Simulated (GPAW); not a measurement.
Runs of GPAW 26.7.0 on NbTe. Symmetry: P-6m2, No. 187, hexagonal system. The conventional cell has a = 3.703 Å, b = 3.703 Å, c = 3.694 Å, α = 90.00°, β = 90.00°, γ = 120.00°. Te (site symmetry -6m2) has 6 Nb at 2.83 Å as nearest neighbours. Nb (site symmetry -6m2) has 6 Te at 2.83 Å as nearest neighbours. The cell comes from a database or a generator and needn't be the stable form of this composition.

```csv
task,level,potentials or basis,U,k mesh,cutoff (eV),smearing,maxiter,k mesh for the DOS,dos width,convergence,gap on the mesh (eV),pressure (GPa)
density of states,LDA+U,"the program's PAW data sets (release 1.2.1) made for this functional, pw",Nb d U = 5 eV,8 × 8 × 7,600,improved-tetrahedron-method,150,12 × 12 × 10,0.05 eV,-,none,-5.9
single point,PBE,"GPAW PAW data sets (gpaw-data 1.2.1), pw",-,7 × 7 × 6,500,fermi-dirac 0.05 eV,120,-,-,default,none,(a)
single point,PBEsol,"PAW data sets generated in the run's folder for this functional, pw",-,8 × 8 × 7,600,gaussian 0.05 eV,150,-,-,-,none,-6.1
single point,PBEsol,"PAW data sets generated in the run's folder for this functional, pw",-,8 × 8 × 7,600,gaussian 0.1 eV,150,-,-,-,none,-6.1
single point,RPBE,"the program's PAW data sets (release 1.2.1) made for this functional, pw",-,8 × 8 × 7,600,gaussian 0.02 eV,150,-,-,-,none,0.7
```

Alike in all rows: no spin polarisation; cell as given.

Problem. Estimate the missing entries.

Solution. (a) -1.6.

Caveats: U without spin polarisation on a metal has little footing (some runs); the U is typed as a test and isn't derived for this compound (some runs); the cutoff is short for stress and forces, so pressures can be off by a GPa or more (some runs).

A k mesh can miss the band edges, and the runs leave out spin-orbit coupling on Nb, Te.

A gap of «none» marks a metal or a gap under the smearing width.

Not every run made on this cell is shown here.
